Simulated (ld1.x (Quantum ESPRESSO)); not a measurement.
**Pseudopotential generation for fluorine: TM, PBEsol**

Do these settings give a usable potential? It is generated, then checked for transferability, scattering, ghosts and hardness.

Program: ld1.x (Quantum ESPRESSO) 7.5. Reference atom: PBEsol, scalar-relativistic, spherical and spin-unpolarised. All values are calculated.

**1. Settings**

The settings as typed:

| Quantity | Value |
| --- | --- |
| element | fluorine (F, Z = 9) |
| type | norm-conserving Troullier–Martins (Kleinman–Bylander form) |
| frozen core | [He] |
| valence charge | 7 |
| reference configuration | 2s2 2p5 |
| partial waves | 2s (bound): rc 0.80 bohr; 2p (bound): rc 1.85 bohr; 3d channel at 0.25 Ry: rc 1.50 bohr |
| local potential | all-electron potential smoothed inside 0.95 bohr (lloc = -1) |
| core correction | not asked for |

The nodes and maxima of the atom's own shells, from an earlier all-electron run, set the scale for the radii.

All-electron outer shells of the reference configuration (PBEsol, scalar-relativistic, ld1.x):

| shell | level (eV) | outermost node (bohr) | outermost maximum (bohr) |
| --- | --- | --- | --- |
| 1s | -661.16 | – | 0.11 |
| 2s | -29.72 | 0.24 | 0.76 |
| 2p | -11.05 | – | 0.71 |

**2. Generating the potential**

F.in reads:

```
 &input
   title='F', zed=9., rel=1, dft='PBESOL', iswitch=3,
   config='[He] 2s2 2p5 3d-2',
   nld=3, rlderiv=2.00, eminld=-4.0, emaxld=5.0, deld=0.02
 /
 &inputp
   pseudotype=2, tm=.true., lloc=-1, rcloc=0.95,
   nlcc=.false.,
   file_pseudopw='F.UPF', file_wfcaegen='ae.wfc', file_wfcncgen='nc.wfc', file_beta='beta', file_chi='chi'
 /
3
2S  1  0   2.00   0.00  0.80  0.80  0.0
2P  2  1   5.00   0.00  1.85  1.85  0.0
3D  3  2  -2.00   0.25  1.50  1.50  0.0
 &test
   configts(1)='2s2 2p5'
 /
```

Run with:

```console
$ ld1.x < F.in > F.out
```

Output in F.out (without the banner and most projector matrices):

```text
     Program LD1 v.7.5
     --------------------------- All-electron run ----------------------------

     F
     scalar relativistic calculation

     atomic number is  9.00
     dft =PBESOL   lsd =0 sic =0 latt =0  beta=0.20 tr2=1.0E-14
     Exchange-correlation= PBESOL
                           (   1   4  10   8   0   0   0)
     mesh =1105 r(mesh) =  99.76081 a.u. xmin = -7.00 dx = 0.01250
     1 Ry =  13.60569312 eV, c = 137.03599908

     n l     nl                  e(Ry)          e(Ha)          e(eV)
     1 0     1S 1( 2.00)       -48.5945       -24.2973      -661.1624
     2 0     2S 1( 2.00)        -2.1844        -1.0922       -29.7204
     2 1     2P 1( 5.00)        -0.8123        -0.4061       -11.0517

     final scf error:  4.9E-15 reached in  22 iterations

     Etot =    -198.896219 Ry,     -99.448109 Ha,   -2706.120913 eV

     Ekin =     198.653027 Ry,      99.326514 Ha,    2702.812129 eV
     Encl =    -476.966171 Ry,    -238.483086 Ha,   -6489.455357 eV
     Eh   =      99.223089 Ry,      49.611545 Ha,    1349.998902 eV
     Exc  =     -19.806164 Ry,      -9.903082 Ha,    -269.476588 eV

     normalization and overlap integrals

     s(1S/1S) =  1.000000  <r> =   0.1767  <r2> =    0.0421  r(max) =   0.1139
     s(2S/2S) =  1.000000  <r> =   1.0060  <r2> =    1.2343  r(max) =   0.7617
     s(2P/2P) =  1.000000  <r> =   1.1047  <r2> =    1.6352  r(max) =   0.7066

     ------------------------ End of All-electron run ------------------------

     --------------------- Generating NC pseudopotential ---------------------

      Generating local potential from pseudized AE potential:
      Matching radius rcloc =   0.9500

      Local pseudo, rcloc= 0.954 Estimated cut-off energy=    27.02 Ry

      Wfc   2S  rcut= 0.801  Using Troullier-Martins method

      Wfc   2P  rcut= 1.827  Using Troullier-Martins method

      Wfc   3D  rcut= 1.496  Using Troullier-Martins method

     ------------------- End of pseudopotential generation -------------------

     [... the all-electron block is printed once more ...]


     Computing logarithmic derivative in   2.00681
     Computing logarithmic derivative in   2.00681
     Computing the partial wave expansion
     R is outside the sphere for l=    0 j= 0.00
     R is outside the sphere for l=    1 j= 0.00
     R is outside the sphere for l=    2 j= 0.00

     ---------------------- Testing the pseudopotential ----------------------

     F
     scalar relativistic calculation

     atomic number is  9.00   valence charge is  7.00
     dft =PBESOL   lsd =0 sic =0 latt =0  beta=0.20 tr2=1.0E-14
     mesh =1105 r(mesh) =  99.76081 xmin = -7.00 dx = 0.01250

     n l     nl             e AE (Ry)        e PS (Ry)    De AE-PS (Ry)
     1 0     2S   1( 2.00)       -2.18441       -2.18447        0.00006
     2 1     2P   1( 5.00)       -0.81228       -0.81228        0.00000

     eps = 8.7E-15  iter =  9

     Etot =    -198.896219 Ry,     -99.448109 Ha,   -2706.120913 eV
     Etotps =   -46.578691 Ry,     -23.289345 Ha,    -633.735372 eV

     Ekin =      29.187255 Ry,      14.593627 Ha,     397.112828 eV
     Encl =    -104.234556 Ry,     -52.117278 Ha,   -1418.183376 eV
     Ehrt =      40.753990 Ry,      20.376995 Ha,     554.486284 eV
     Ecxc =      -8.575692 Ry,      -4.287846 Ha,    -116.678240 eV
     Epseu=      -3.709687 Ry,      -1.854844 Ha,     -50.472869 eV

     ---------------------- End of pseudopotential test ----------------------
```

Run time: 0.7 s. Hardware: 1 thread, shared host. (Generation and the later configuration tests together.)

Partial waves on a coarse radial grid (AE all-electron, PS pseudo):

```tsv
r (bohr)	2p AE	2p PS	2s AE	2s PS
0.093	0.1233	0.0358	-0.4516	0.1167
0.185	0.3383	0.1362	-0.2334	0.2424
0.278	0.5417	0.2880	0.1385	0.3891
0.370	0.6977	0.4652	0.4753	0.5566
0.463	0.8065	0.6451	0.7313	0.7350
0.555	0.8708	0.7993	0.8967	0.8880
0.648	0.9005	0.9130	0.9886	0.9862
0.740	0.9038	0.9756	1.0221	1.0221
0.833	0.8883	0.9904	1.0147	1.0147
0.925	0.8604	0.9662	0.9798	0.9798
1.018	0.8240	0.9156	0.9269	0.9269
1.110	0.7831	0.8521	0.8645	0.8645
1.203	0.7393	0.7846	0.7968	0.7968
1.295	0.6950	0.7210	0.7287	0.7287
1.388	0.6504	0.6628	0.6612	0.6612
1.480	0.6074	0.6121	0.5974	0.5974
1.573	0.5655	0.5666	0.5366	0.5366
1.665	0.5258	0.5260	0.4809	0.4809
1.758	0.4877	0.4877	0.4291	0.4291
1.850	0.4522	0.4522	0.3823	0.3823
1.943	0.4185	0.4185	0.3395	0.3395
2.035	0.3872	0.3872	0.3013	0.3013
2.128	0.3577	0.3577	0.2666	0.2666
2.220	0.3306	0.3306	0.2359	0.2359
2.313	0.3051	0.3051	0.2082	0.2082
2.405	0.2816	0.2816	0.1837	0.1837
```

**3. Testing the new file in other configurations**

F.test.in reads:

```
 &input
   title='F', zed=9., rel=1, dft='PBESOL', iswitch=2,
   config='[He] 2s2 2p5 3d-2'
 /
 &test
   file_pseudo='F.UPF', nconf=8,
   configts(1)='2s2 2p5',
   configts(2)='2s2 2p4',
   configts(3)='2s2 2p3',
   configts(4)='2s2 2p2',
   configts(5)='2s2 2p5.3',
   configts(6)='2s2 2p4.5',
   configts(7)='2s1 2p6',
   configts(8)='2s1 2p5'
 /
```

Run with:

```console
$ ld1.x < F.test.in > F.test.out
```

F.test.out, the pseudopotential blocks, each with the warnings that came before it:

```text
     ---------------------- Testing the pseudopotential ----------------------

     F
     scalar relativistic calculation

     atomic number is  9.00   valence charge is  7.00
     dft =PBESOL   lsd =0 sic =0 latt =0  beta=0.20 tr2=1.0E-14
     mesh =1105 r(mesh) =  99.76081 xmin = -7.00 dx = 0.01250

     n l     nl             e AE (Ry)        e PS (Ry)    De AE-PS (Ry)
     1 0     2S   1( 2.00)       -2.18441       -2.18447        0.00006
     2 1     2P   1( 5.00)       -0.81228       -0.81228        0.00000

     eps = 4.8E-15  iter =  7

     Etot =    -198.896219 Ry,     -99.448109 Ha,   -2706.120914 eV
     Etotps =   -46.578690 Ry,     -23.289345 Ha,    -633.735360 eV

     Ekin =      29.187255 Ry,      14.593628 Ha,     397.112839 eV
     Encl =    -104.234555 Ry,     -52.117278 Ha,   -1418.183374 eV
     Ehrt =      40.753990 Ry,      20.376995 Ha,     554.486282 eV
     Ecxc =      -8.575692 Ry,      -4.287846 Ha,    -116.678239 eV
     Epseu=      -3.709687 Ry,      -1.854844 Ha,     -50.472868 eV

     ---------------------- End of pseudopotential test ----------------------

     ---------------------- Testing the pseudopotential ----------------------

     F
     scalar relativistic calculation

     atomic number is  9.00   valence charge is  7.00
     dft =PBESOL   lsd =0 sic =0 latt =0  beta=0.20 tr2=1.0E-14
     mesh =1105 r(mesh) =  99.76081 xmin = -7.00 dx = 0.01250

     n l     nl             e AE (Ry)        e PS (Ry)    De AE-PS (Ry)
     1 0     2S   1( 2.00)       -3.46782       -3.47174        0.00392
     2 1     2P   1( 4.00)       -2.07413       -2.05981       -0.01432  !

     eps = 8.2E-15  iter = 12

     Etot =    -197.476466 Ry,     -98.738233 Ha,   -2686.804198 eV
     Etotps =   -45.163768 Ry,     -22.581884 Ha,    -614.484372 eV
     dEtot_ae =       1.419752 Ry
     dEtot_ps =       1.414922 Ry,   Delta E=       0.004831 Ry

     Ekin =      27.090512 Ry,      13.545256 Ha,     368.585190 eV
     Encl =     -93.985786 Ry,     -46.992893 Ha,   -1278.741760 eV
     Ehrt =      32.263848 Ry,      16.131924 Ha,     438.972011 eV
     Ecxc =      -7.541585 Ry,      -3.770792 Ha,    -102.608489 eV
     Epseu=      -2.990757 Ry,      -1.495379 Ha,     -40.691325 eV

     ---------------------- End of pseudopotential test ----------------------

     ---------------------- Testing the pseudopotential ----------------------

     F
     scalar relativistic calculation

     atomic number is  9.00   valence charge is  7.00
     dft =PBESOL   lsd =0 sic =0 latt =0  beta=0.20 tr2=1.0E-14
     mesh =1105 r(mesh) =  99.76081 xmin = -7.00 dx = 0.01250

     n l     nl             e AE (Ry)        e PS (Ry)    De AE-PS (Ry)
     1 0     2S   1( 2.00)       -4.97983       -4.96943       -0.01040  !
     2 1     2P   1( 3.00)       -3.59242       -3.52460       -0.06782  !

     eps = 2.8E-15  iter = 13

     Etot =    -194.663071 Ry,     -97.331535 Ha,   -2648.526005 eV
     Etotps =   -42.387017 Ry,     -21.193508 Ha,    -576.704742 eV
     dEtot_ae =       4.233148 Ry
     dEtot_ps =       4.191673 Ry,   Delta E=       0.041475 Ry

     Ekin =      23.658172 Ry,      11.829086 Ha,     321.885832 eV
     Encl =     -81.664911 Ry,     -40.832455 Ha,   -1111.107713 eV
     Ehrt =      23.774187 Ry,      11.887094 Ha,     323.464294 eV
     Ecxc =      -6.304552 Ry,      -3.152276 Ha,     -85.777797 eV
     Epseu=      -1.849914 Ry,      -0.924957 Ha,     -25.169359 eV

     ---------------------- End of pseudopotential test ----------------------

     Warning: n=2, l=1 expected 0 nodes, found 1
     ---------------------- Testing the pseudopotential ----------------------

     F
     scalar relativistic calculation

     atomic number is  9.00   valence charge is  7.00
     dft =PBESOL   lsd =0 sic =0 latt =0  beta=0.20 tr2=1.0E-14
     mesh =1105 r(mesh) =  99.76081 xmin = -7.00 dx = 0.01250

     n l     nl             e AE (Ry)        e PS (Ry)    De AE-PS (Ry)
     1 0     2S   1( 2.00)       -6.68351       -6.62452       -0.05899  !
     2 1     2P   1( 2.00)       -5.33500       -5.15113       -0.18387  !

     eps = 7.6E-15  iter = 11

     Etot =    -190.217225 Ry,     -95.108612 Ha,   -2588.037187 eV
     Etotps =   -38.060750 Ry,     -19.030375 Ha,    -517.842888 eV
     dEtot_ae =       8.678994 Ry
     dEtot_ps =       8.517940 Ry,   Delta E=       0.161054 Ry

     Ekin =      18.971493 Ry,       9.485746 Ha,     258.120310 eV
     Encl =     -67.748462 Ry,     -33.874231 Ha,    -921.764785 eV
     Ehrt =      15.993576 Ry,       7.996788 Ha,     217.603682 eV
     Ecxc =      -4.951588 Ry,      -2.475794 Ha,     -67.369781 eV
     Epseu=      -0.325769 Ry,      -0.162885 Ha,      -4.432314 eV

     ---------------------- End of pseudopotential test ----------------------

     ---------------------- Testing the pseudopotential ----------------------

     F
     scalar relativistic calculation

     atomic number is  9.00   valence charge is  7.00
     dft =PBESOL   lsd =0 sic =0 latt =0  beta=0.20 tr2=1.0E-14
     mesh =1105 r(mesh) =  99.76081 xmin = -7.00 dx = 0.01250

     n l     nl             e AE (Ry)        e PS (Ry)    De AE-PS (Ry)
     1 0     2S   1( 2.00)       -1.85443       -1.85230       -0.00213
     2 1     2P   1( 5.30)       -0.49277       -0.49311        0.00034

     eps = 9.4E-15  iter = 17

     Etot =    -199.091187 Ry,     -99.545594 Ha,   -2708.773594 eV
     Etotps =   -46.773754 Ry,     -23.386877 Ha,    -636.389344 eV
     dEtot_ae =      -0.194968 Ry
     dEtot_ps =      -0.195064 Ry,   Delta E=       0.000096 Ry

     Ekin =      29.549152 Ry,      14.774576 Ha,     402.036696 eV
     Encl =    -106.795613 Ry,     -53.397807 Ha,   -1453.028343 eV
     Ehrt =      43.140838 Ry,      21.570419 Ha,     586.960998 eV
     Ecxc =      -8.828934 Ry,      -4.414467 Ha,    -120.123767 eV
     Epseu=      -3.839196 Ry,      -1.919598 Ha,     -52.234928 eV

     ---------------------- End of pseudopotential test ----------------------

     ---------------------- Testing the pseudopotential ----------------------

     F
     scalar relativistic calculation

     atomic number is  9.00   valence charge is  7.00
     dft =PBESOL   lsd =0 sic =0 latt =0  beta=0.20 tr2=1.0E-14
     mesh =1105 r(mesh) =  99.76081 xmin = -7.00 dx = 0.01250

     n l     nl             e AE (Ry)        e PS (Ry)    De AE-PS (Ry)
     1 0     2S   1( 2.00)       -2.79410       -2.79731        0.00320
     2 1     2P   1( 4.50)       -1.40819       -1.40438       -0.00381

     eps = 6.4E-15  iter = 11

     Etot =    -198.344238 Ry,     -99.172119 Ha,   -2698.610838 eV
     Etotps =   -46.027406 Ry,     -23.013703 Ha,    -626.234767 eV
     dEtot_ae =       0.551980 Ry
     dEtot_ps =       0.551283 Ry,   Delta E=       0.000697 Ry

     Ekin =      28.309389 Ry,      14.154694 Ha,     385.168857 eV
     Encl =     -99.408428 Ry,     -49.704214 Ha,   -1352.520566 eV
     Ehrt =      36.566937 Ry,      18.283469 Ha,     497.518525 eV
     Ecxc =      -8.090498 Ry,      -4.045249 Ha,    -110.076834 eV
     Epseu=      -3.404806 Ry,      -1.702403 Ha,     -46.324750 eV

     ---------------------- End of pseudopotential test ----------------------

     ---------------------- Testing the pseudopotential ----------------------

     F
     scalar relativistic calculation

     atomic number is  9.00   valence charge is  7.00
     dft =PBESOL   lsd =0 sic =0 latt =0  beta=0.20 tr2=1.0E-14
     mesh =1105 r(mesh) =  99.76081 xmin = -7.00 dx = 0.01250

     n l     nl             e AE (Ry)        e PS (Ry)    De AE-PS (Ry)
     1 0     2S   1( 1.00)       -2.22012       -2.22966        0.00954  !
     2 1     2P   1( 6.00)       -0.84401       -0.85365        0.00964  !

     eps = 9.5E-15  iter = 18

     Etot =    -197.522087 Ry,     -98.761043 Ha,   -2687.424895 eV
     Etotps =   -45.204580 Ry,     -22.602290 Ha,    -615.039637 eV
     dEtot_ae =       1.374132 Ry
     dEtot_ps =       1.374110 Ry,   Delta E=       0.000022 Ry

     Ekin =      32.562445 Ry,      16.281223 Ha,     443.034639 eV
     Encl =    -103.531808 Ry,     -51.765904 Ha,   -1408.622011 eV
     Ehrt =      40.441069 Ry,      20.220534 Ha,     550.228769 eV
     Ecxc =      -8.524836 Ry,      -4.262418 Ha,    -115.986306 eV
     Epseu=      -6.151449 Ry,      -3.075725 Ha,     -83.694728 eV

     ---------------------- End of pseudopotential test ----------------------

     ---------------------- Testing the pseudopotential ----------------------

     F
     scalar relativistic calculation

     atomic number is  9.00   valence charge is  7.00
     dft =PBESOL   lsd =0 sic =0 latt =0  beta=0.20 tr2=1.0E-14
     mesh =1105 r(mesh) =  99.76081 xmin = -7.00 dx = 0.01250

     n l     nl             e AE (Ry)        e PS (Ry)    De AE-PS (Ry)
     1 0     2S   1( 1.00)       -3.48092       -3.50855        0.02762  !
     2 1     2P   1( 5.00)       -2.08348       -2.09511        0.01162  !

     eps = 4.7E-15  iter = 21

     Etot =    -196.080875 Ry,     -98.040438 Ha,   -2667.816217 eV
     Etotps =   -43.751080 Ry,     -21.875540 Ha,    -595.263764 eV
     dEtot_ae =       2.815343 Ry
     dEtot_ps =       2.827610 Ry,   Delta E=      -0.012267 Ry

     Ekin =      30.726894 Ry,      15.363447 Ha,     418.060693 eV
     Encl =     -93.365096 Ry,     -46.682548 Ha,   -1270.296850 eV
     Ehrt =      32.035759 Ry,      16.017879 Ha,     435.868704 eV
     Ecxc =      -7.503760 Ry,      -3.751880 Ha,    -102.093859 eV
     Epseu=      -5.644876 Ry,      -2.822438 Ha,     -76.802451 eV

     ---------------------- End of pseudopotential test ----------------------
```

The tests as a table, with energies relative to 2s2 2p5. A star marks tests that logged a warning.

```tsv
valence configuration	charge	ΔE all-electron (eV)	error AE − PS (meV)
2s2 2p4	+1	19.317	+66
2s2 2p3	+2	57.595	+564
2s2 2p2 *	+3	118.084	+2191
2s2 2p5.3	-0.3	-2.653	+1.3
2s2 2p4.5	+0.5	7.510	+9.5
2s1 2p6	0	18.696	+0.3
2s1 2p5	+1	38.305	-167
```

**4. Logarithmic derivatives**

Taken from the files of the generation run. The phase is arctan(r·u′/u) with u = r·R, unwrapped, with energies in Ry. A pole is an energy at which the radial function vanishes at the test radius. The pseudo phase is shifted by a multiple of π to meet the all-electron one at the reference energy. Levels narrower than the energy grid can be missing from the poles. The last column is the largest difference on the grid between −1 and +1 Ry.

| channel | radius (bohr) | reference (Ry) | poles AE | poles PS | window around the reference with phases within 0.05 rad (Ry) | largest difference near zero (rad) |
| --- | --- | --- | --- | --- | --- | --- |
| s | 2.01 | -2.18 | -1.88 | -1.88 | the whole range | 0.001 |
| p | 2.01 | -0.81 | -0.41 | -0.40 | below 1.7 | 0.015 |
| d | 2.01 | 0.25 | none | none | the whole range | 0.000 |

Phases (rad) along the scan:

```tsv
E (Ry)	p AE	p PS	d AE	d PS
-4.00	1.313	1.313	1.352	1.352
-3.52	1.292	1.293	1.341	1.341
-3.04	1.266	1.266	1.329	1.329
-2.56	1.227	1.228	1.315	1.315
-2.08	1.163	1.165	1.298	1.298
-1.60	1.021	1.024	1.278	1.278
-1.12	0.350	0.356	1.252	1.252
-0.64	-1.374	-1.373	1.220	1.220
-0.16	-1.678	-1.674	1.177	1.177
0.32	-1.799	-1.791	1.117	1.117
0.80	-1.894	-1.879	1.026	1.026
1.28	-2.003	-1.975	0.876	0.876
1.76	-2.160	-2.103	0.597	0.597
2.24	-2.438	-2.309	0.061	0.062
2.72	-2.969	-2.681	-0.611	-0.609
3.20	-3.660	-3.283	-1.036	-1.035
3.68	-4.103	-3.844	-1.256	-1.255
4.16	-4.329	-4.167	-1.382	-1.381
4.64	-4.457	-4.344	-1.465	-1.464
```

**5. Cutoff and ghost test in a Bessel basis**

A separate test, outside the generator: the pseudo-atom's Hamiltonian at the reference potential is diagonalised in spherical Bessel functions j_l(qr) that vanish at 20 bohr, with q² up to the cutoff.

All-electron valence levels (Ry): 2s -2.1844, 2p -0.8123. The lowest levels of each channel (Ry) by cutoff; the last column sums, over occupied levels, occupation times the distance from the level at 400 Ry. A positive value at high cutoff is not a bound level.

```tsv
cutoff (Ry)	s #1	p #1	d #1	f #1	Σ f·Δε (mRy)
8	-1.9227	-0.0201	0.0807	0.1213	4484.4
21	-2.0052	-0.4958	0.0807	0.1213	1940.8
45	-2.1076	-0.8097	0.0807	0.1213	166.8
90	-2.1791	-0.8122	0.0807	0.1213	11.3
100	-2.1799	-0.8122	0.0807	0.1213	9.4
160	-2.1818	-0.8123	0.0807	0.1213	5.3
230	-2.1842	-0.8123	0.0807	0.1213	0.5
300	-2.1843	-0.8123	0.0807	0.1213	0.3
400	-2.1844	-0.8123	0.0807	0.1213	0.0
```

The sum stays within 10 mRy from 100 Ry and within 1 mRy from 230 Ry. The sum leaves out empty levels, which can need more. Ghost test: no level below the all-electron spectrum of its channel (s, p, d, f tested).

**6. What came out**

```
                                                quantity                                                value
               cutoffs for 10 and 1 mRy, occupied levels                                    100 Ry and 230 Ry
                                            bound ghosts                                           none found
                            largest test error (AE − PS)  +2191 meV, for 2s2 2p2 (this test logged a warning)
largest phase difference near zero energy, channels read                                            0.015 rad
```

**Reading.** The worst unpolarised test, 2s2 2p2, is off by 2191 meV on 118.1 eV; by total energies transferability rates as poor. That test lies far up in energy; among those under 40 eV, nearer to bonding, the largest error is 167 meV. By its cutoff, 100 Ry for the looser tolerance, it is hard. The slowest occupied level is 2s: taken alone it needs 200 Ry to come within 1 mRy, against 50 Ry for 2p. The Bessel-basis test finds no level below the valence levels. Near zero energy the phases of the channels with partial waves agree within 0.015 rad. All of this concerns the isolated atom, not yet a solid.
